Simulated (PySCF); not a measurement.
# C2H11BN2: the cost of one run

Computed with PySCF 2.14.0, with density-fitted response routines of our own, on a single molecule in the gas phase. Atoms count from 0, in the outputs and in this text.

### Step 1. Starting geometry

16 atoms, charge 0, multiplicity 1; geometry from: PBE0-D3(BJ)/def2-SVP.

Bonds of the start (Å): C0–N1 1.44, N1–B2 1.49, B2–N3 1.68, N3–C4 1.46, C0–H5 1.11, C0–H6 1.11, C0–H7 1.10, N1–H8 1.01, B2–H9 1.23, B2–H10 1.24, N3–H11 1.02, N3–H12 1.02, C4–H13 1.10, C4–H14 1.10, C4–H15 1.10.

### Step 2. NMR shieldings: PBE0/6-31G*

What the job is given:

```
{"job": {"kind": "nmr", "xc": "PBE0", "basis": "6-31G*", "pop": true}, "charge": 0, "multiplicity": 1}
C      2.296637    -0.055191    -0.735169
N      1.194211    -0.875703    -0.307531
B      0.196324    -0.364696     0.670929
N     -1.151107     0.063534    -0.227564
C     -2.272608     0.607674     0.532472
H      3.075218     0.122129     0.038627
H      2.807888    -0.479031    -1.618555
H      1.937016     0.944112    -1.034899
H      1.486516    -1.830023    -0.136769
H     -0.242599    -1.226473     1.433339
H      0.483046     0.690754     1.245964
H     -1.409961    -0.779418    -0.742795
H     -0.826632     0.724553    -0.935193
H     -3.139590     0.840445    -0.103403
H     -1.938440     1.517938     1.046985
H     -2.563304    -0.122325     1.299252
```

Level: GIAO PBE0/6-31G* NMR shielding, non-relativistic, gas phase.

Launch:

```bash
> OMP_NUM_THREADS=1 python probes_run.py task.json out
```

One launch serves the whole session: the jobs run in the order shown.

**Question.** How long does this first job take on 1 thread of Arm Neoverse V1, shared host, and how much memory does it need?

About 7.2 s, with a peak of 0.55 GiB.
